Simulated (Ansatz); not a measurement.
What does this script print? It uses the Ansatz DFT code, driven from Python.

`clh2isi.py`
```python
import ansatz

FIRST = [
    ("Cl", (-1.6721, 0.4328, -0.9039)),
    ("Si", (-0.0368, 0.0843, 0.1734)),
    ("I", (1.4809, -1.2474, -1.1767)),
    ("H", (-0.3633, -0.6488, 1.3889)),
    ("H", (0.5912, 1.3789, 0.5184)),
]
SECOND = [
    ("Cl", (4.6879, 1.8263, 5.2112)),
    ("Si", (2.835, 1.52, 4.5559)),
    ("I", (2.5651, 2.7396, 2.4728)),
    ("H", (1.8572, 2.002, 5.5218)),
    ("H", (2.6447, 0.0708, 4.3257)),
]

def energy(atoms, ghosts=()):
    molecule = ansatz.Crystal.molecule()
    for symbol, xyz in atoms:
        molecule = molecule.atom(symbol, xyz)
    calc = (
        molecule.calculation()
        .basis(gaussian="def2-SVPD")
        .functional("pbe", dispersion="d3bj")
    )
    deck = calc.input()
    if ghosts:
        deck = deck.set(ansatz.key.basis.gaussian.ghost_atoms, [{"symbol": s, "position_ang": list(xyz)} for s, xyz in ghosts])
    return ansatz.Session.from_dict(deck).plan().execute().report["free_energy_ev"]


def main() -> None:
    both = energy(FIRST + SECOND)
    alone = energy(FIRST) + energy(SECOND)
    ghosted = energy(FIRST, SECOND) + energy(SECOND, FIRST)
    print(f"dimer {both:.6f} eV")
    print(f"interaction, uncorrected   {96.485332 * (both - alone):8.3f} kJ/mol")
    print(f"interaction, counterpoise  {96.485332 * (both - ghosted):8.3f} kJ/mol")
    print(f"basis-set superposition    {96.485332 * (alone - ghosted):8.3f} kJ/mol")


if __name__ == "__main__":
    main()
```

```console
$ python clh2isi.py
dimer -57040.174730 eV
interaction, uncorrected     -6.322 kJ/mol
interaction, counterpoise    -4.246 kJ/mol
basis-set superposition       2.076 kJ/mol
```

Uncorrected it is -6.322 kJ/mol, with the counterpoise correction -4.246 kJ/mol; the difference, 2.076 kJ/mol, is the superposition error.

Reading the output:
- Total energies depend on the basis set; only differences at equal settings carry meaning.
- The dimer is a generated trial pose of unrelaxed monomers, not a minimum, so the figure is no binding energy, and the basis set is small.
- def2 sets replace the cores of elements past krypton by effective core potentials.
- Run time: 29 s on 1 thread of Arm Neoverse V2 (shared host), peak memory 0.41 GiB.
